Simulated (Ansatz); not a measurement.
# Zn: the cost of one run

Computed with Ansatz 0.2.0 (DFT r2SCAN, scalar-relativistic, plane waves, PAW, unless a step's input says otherwise).

## 1. The structure to begin with

It takes space group P6_3/mmc (No. 194, hexagonal). The conventional cell has a = 2.665 Å, b = 2.665 Å, c = 4.947 Å, α = 90.00°, β = 90.00°, γ = 120.00°. Zn (site symmetry -6m2) has 12 Zn at 2.66 to 2.91 Å as nearest neighbours.

As a file:

```
Zn
1.0
     2.66480    0.00000    0.00000
    -1.33240    2.30778    0.00000
     0.00000    0.00000    4.94670
Zn
2
Direct
  0.33333 0.66667 0.25000
  0.66667 0.33333 0.75000
```

This is candidate A: structure reported for this formula (P6_3/mmc, No. 194).

(A quick probe on a coarse mesh, which set the mesh and smearing, is not shown.)

## 3. Rough relaxation on the coarse mesh (candidate A)

input.yaml

```yaml
crystal:
  lattice:
    - [2.6647980532, 0.0, 0.0]
    - [-1.3323990266, 2.30778281, 0.0]
    - [0.0, 0.0, 4.9467]
  atoms:
    - { symbol: Zn, position: [0.3333333333, 0.6666666667, 0.25] }
    - { symbol: Zn, position: [0.6666666667, 0.3333333333, 0.75] }
basis:
  ecutwfc: 500
kpoints:
  mp_grid: { grid: [9, 9, 4] }
hamiltonian:
  xc: r2scan
scf:
  occupations: { method: gaussian, width: 0.1 }
  lower_state_search: "off"
output:
  forces: true
  stress: true
  eigenvalues: true
relax:
  adjacent_minimum: "off"
  f_tol: 0.04
  max_steps: 70
  cell: { stress_tol: 0.4 }
```

What time and memory should one allow on 1 thread of an x86-64 CPU, shared host?

About 13 s, with a peak of 0.51 GiB.
